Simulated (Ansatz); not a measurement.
# AlIr: the cost of one run

Program: Ansatz 0.2.0. Level of theory: DFT, PBEsol, PAW with Ansatz's default frozen-core files, scalar-relativistic. These are calculated values, not measurements.

## Step 1: The system as given

It takes space group Pm-3m (No. 221, cubic). Conventional cell: a = 2.995 Å, b = 2.995 Å, c = 2.995 Å, α = 90.00°, β = 90.00°, γ = 90.00°. Al (site symmetry m-3m) is surrounded by 8 Ir at 2.59 Å. Around Ir (site symmetry m-3m) lie 8 Al at 2.59 Å.

Coordinates:

```
Al Ir
1.0
     2.99455    0.00000    0.00000
     0.00000    2.99455    0.00000
     0.00000    0.00000    2.99455
Al Ir
1 1
Direct
  0.00000 0.00000 0.00000
  0.50000 0.50000 0.50000
```

Whether this phase is the stable one at these pressures isn't tested.

Atoms are numbered in the order of the input: Al1, Ir2.

## Step 2: Atoms relaxed at the given volume, PAW

Input file input.yaml:

```yaml
crystal:
  lattice:
    - [2.99455485, 0.0, 0.0]
    - [0.0, 2.99455485, 0.0]
    - [0.0, 0.0, 2.99455485]
  atoms:
    - { symbol: Al, position: [0.0, 0.0, 0.0] }
    - { symbol: Ir, position: [0.5, 0.5, 0.5] }
kpoints:
  mp_grid: { grid: [12, 12, 12] }
scf:
  occupations: { method: fermi_dirac, width: 0.05 }
hamiltonian:
  xc: pbesol
  pseudopotentials: { kind: paw }
output:
  forces: true
  stress: true
relax:
  f_tol: 0.01
  max_steps: 30
```

On the command line:

```console
$ ansatz run input.yaml --threads 1 --pin off --max-ram 2048MiB --backend cpu --events-out ev --progress --plain --runs-dir out
```

**Question.** How long does this run take on 1 thread of Intel Xeon Platinum 8259CL at 2.50GHz (Skylake/Cascade Lake), shared host, and how much memory does it need?

About 2.1 s, with a peak of 0.35 GiB.
